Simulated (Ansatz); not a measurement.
**BHLYP/cc-pVDZ run of GeSiH3ClO (SMILES [SiH3][O][Ge][Cl])**

What is the energy change on altering one bond length of GeSiH3ClO at BHLYP/cc-pVDZ? 

Program for the calculation: Ansatz 0.2.0.

125 further runs of the same task are left out: 125 set aside as unsound or not needed.

**1. The structure to begin with**

GeSiH3ClO: 7 atoms, total charge 0, spin state singlet. As SMILES, `[SiH3][O][Ge][Cl]`. The coordinates come from a PBE0-D4/def2-TZVP relaxation. This is one conformer, not always the lowest.

Bond lengths: Si1–O2 1.655 Å, O2–Ge3 1.768 Å, Ge3–Cl4 2.210 Å, Si1–H5 1.484 Å, Si1–H6 1.484 Å, Si1–H7 1.484 Å. Angles: Si1–O2–Ge3 138.4°, O2–Ge3–Cl4 99.4°, O2–Si1–H5 107.2°, O2–Si1–H6 110.4°, O2–Si1–H7 110.5°, H5–Si1–H6 109.5°, H5–Si1–H7 109.5°, H6–Si1–H7 109.7°.

**2. The energy at BHLYP/cc-pVDZ**

The input, molecule.yaml:

```yaml
crystal:
  periodic: [false, false, false]
  atoms:
    - {symbol: Si, position_ang: [0.184400, 0.664200, -0.614200]}
    - {symbol: O, position_ang: [0.434500, -0.959500, -0.413800]}
    - {symbol: Ge, position_ang: [0.076600, -2.215900, 0.776900]}
    - {symbol: Cl, position_ang: [-0.991800, -0.995100, 2.277600]}
    - {symbol: H, position_ang: [0.795900, 1.045400, -1.911300]}
    - {symbol: H, position_ang: [-1.268900, 0.965100, -0.643300]}
    - {symbol: H, position_ang: [0.830700, 1.427800, 0.482400]}
basis:
  gaussian:
    orbitals: cc-pVDZ
total_charge: 0
hamiltonian:
  xc: {name: BHLYP}
accuracy: high
output:
  orbitals: {seedname: orbitals}
```

On the command line:

```console
$ ansatz run molecule.yaml --threads 1 --pin off --max-ram 3480MiB --events-out events.jsonl --progress --plain --runs-dir runs
```

Output:

```text
Warning: RAYON_NUM_THREADS=1 ignored (pool sized by the plan → 1); use --threads N
Functional definition: BHLYP
  name "BHLYP"
  parameter a = 0.5
  exchange = (1 - a)*b88_x + a*exact_x
  correlation = lyp_c
2087 factors; integrals over basis functions are off by at most 4.4e-9 eV
mean field evaluation 1: about -79010.5842 eV, gradient 4.6e1 eV
mean field evaluation 2: about -79004.2006 eV, gradient 7.4e1 eV
mean field evaluation 4: about -79014.5638 eV, gradient 2.6e0 eV
mean field evaluation 8: about -79014.8166 eV, gradient 3.3e-1 eV
mean field evaluation 16: about -79014.8169 eV, gradient 3.3e-5 eV
mean field -79014.81691383 eV, -2903.7409634167 hartree, gradient 3.5e-8 eV, S^2 0.000000; 0 other end points of the search recorded, 0 dependent functions left out
reference -79014.81694130 eV, -2903.7409644262 hartree; 37, 37 occupied and 55, 55 virtual orbitals, 2087 factors
Total energy: -79014.81694130 eV, -2903.7409644262 hartree
```

Run time: 15 s. Hardware: 1 thread of Arm Neoverse V1, shared host; peak memory 0.38 GiB.

**3. The distorted shape, same level**

The input, in.yaml:

```yaml
crystal:
  periodic: [false, false, false]
  atoms:
    - {symbol: Si, position_ang: [-0.549401, 0.206760, 0.942321]}
    - {symbol: O, position_ang: [-0.299301, -1.416940, 1.142721]}
    - {symbol: Ge, position_ang: [-0.657201, -2.673340, 2.333421]}
    - {symbol: Cl, position_ang: [-1.725601, -1.452540, 3.834121]}
    - {symbol: H, position_ang: [0.795900, 1.045400, -1.911300]}
    - {symbol: H, position_ang: [-2.002701, 0.507660, 0.913221]}
    - {symbol: H, position_ang: [0.096899, 0.970360, 2.038921]}
basis:
  gaussian: {orbitals: cc-pVDZ}
output: {orbitals: {seedname: orbitals}}
accuracy: high
hamiltonian: {xc: {name: BHLYP}}
```

On the command line:

```console
$ ansatz run in.yaml --threads 1 --pin off --max-ram 3480MiB --events-out events.jsonl --progress --plain --runs-dir runs
```

Output:

```text
Warning: RAYON_NUM_THREADS=1 ignored (pool sized by the plan → 1); use --threads N
[... 5 set-up lines as earlier in the session ...]
2039 factors; integrals over basis functions are off by at most 4.5e-9 eV
mean field evaluation 1: about -79005.2741 eV, gradient 4.6e1 eV
mean field evaluation 2: about -79000.2901 eV, gradient 6.6e1 eV
mean field evaluation 4: about -79009.7141 eV, gradient 2.3e0 eV
mean field evaluation 8: about -79009.9464 eV, gradient 4.9e-1 eV
mean field evaluation 16: about -79009.9480 eV, gradient 1.6e-4 eV
mean field -79009.94800317 eV, -2903.5620342502 hartree, gradient 8.9e-8 eV, S^2 0.000000; 0 other end points of the search recorded, 0 dependent functions left out
reference -79009.94803450 eV, -2903.5620354016 hartree; 37, 37 occupied and 55, 55 virtual orbitals, 2039 factors
Total energy: -79009.94803450 eV, -2903.5620354016 hartree
```

Wall time 15 s (1 thread of Arm Neoverse V1, shared host); peak memory 0.37 GiB.

**4. What came out**

Level: BHLYP/cc-pVDZ.

| quantity | value |
| --- | --- |
| first shape: total energy | -2903.74096 Eh |
| first shape: HOMO energy | -9.08 eV |
| first shape: LUMO energy | -1.65 eV |
| first shape: HOMO–LUMO gap | 7.43 eV |
| distorted shape: total energy | -2903.56204 Eh |
| distorted shape: HOMO energy | -6.85 eV |
| distorted shape: LUMO energy | -2.66 eV |
| distorted shape: HOMO–LUMO gap | 4.19 eV |
| energy change with the Si1–H5 bond stretched from 1.484 to 3.264 Å | 4.869 eV |

What this shows: With the Si1–H5 bond stretched from 1.484 to 3.264 Å the energy rises by 4.87 eV (470 kJ/mol). The first shape isn't relaxed at this level, so the change isn't measured from a minimum. A restricted reference can't describe the breaking bond well at this length.
